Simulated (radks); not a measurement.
**Ionisation of Ca: one atom, several choices of relativity**

The task here is to estimate one member of a computed series from the others.

Method: Kohn-Sham, LDA (Slater exchange, Perdew-Wang correlation), spin-unpolarised, spherical densities. Code: radks (a radial shooting solver on a logarithmic mesh, Libxc functionals) version 1.

2 further runs of the same task are left out: 2 set aside as unsound or not needed.

### What is computed

| Item | Value |
| --- | --- |
| element | calcium (Z = 20) |
| charge | 0 |
| electrons | 20 |
| configuration | [Ar] 4s2 |
| ion | Ca⁺, [Ar] 4s1 |
| choices | non-relativistic; scalar-relativistic; Dirac, 2j+1 shares; scalar-relativistic, finite nucleus; Dirac, 2j+1 shares, finite nucleus; Dirac, c × 1.25; Dirac, c × 3; Dirac, c × 100 |

The outer shells:

Ca
```
[Ar] core
4s [↑↓]
```

Ca⁺
```
[Ar] core
4s [↑ ]
```

The first run:

The run's settings:

```text
Z 20
configuration [Ar] 4s2 3d0 4p0
relativity non-relativistic
functional lda,pw
spin unpolarised
nucleus point
```

Run with:

```
> python run_ks.py task.json out
```

This one command runs every case of the session in turn.

Steps of the session up to this table: non-relativistic: Ca.

One table of the session follows, with a row left open; its other results are not shown here.

It belongs to the step «non-relativistic: Ca». From the orbitals of this run (lengths in bohr):

```
level      <r>  outermost maximum (interpolated)  90 % within  nodes
   1s  0.07754                            0.0509        0.138      0
   2s   0.3680                             0.303        0.573      1
   2p   0.3292                             0.247        0.543      0
   3s    1.165                             0.999         1.75      2
   3p    1.275                              1.05         1.98      1
   4s        ?                                 ?            ?      ?
   3d    2.282                              1.27         4.20      0
   4p    5.336                              4.37         8.14      2
```

Q: Estimate the row for 4s from the others.

The run gave: <r>: 3.989; outermost maximum (interpolated): 3.34; 90 % within: 5.99; nodes: 3. In the column «<r>» it lies between 3d (2.282) and 4p (5.336).

To keep in mind: Spin polarisation and multiplet splitting of open shells are left out at every level.
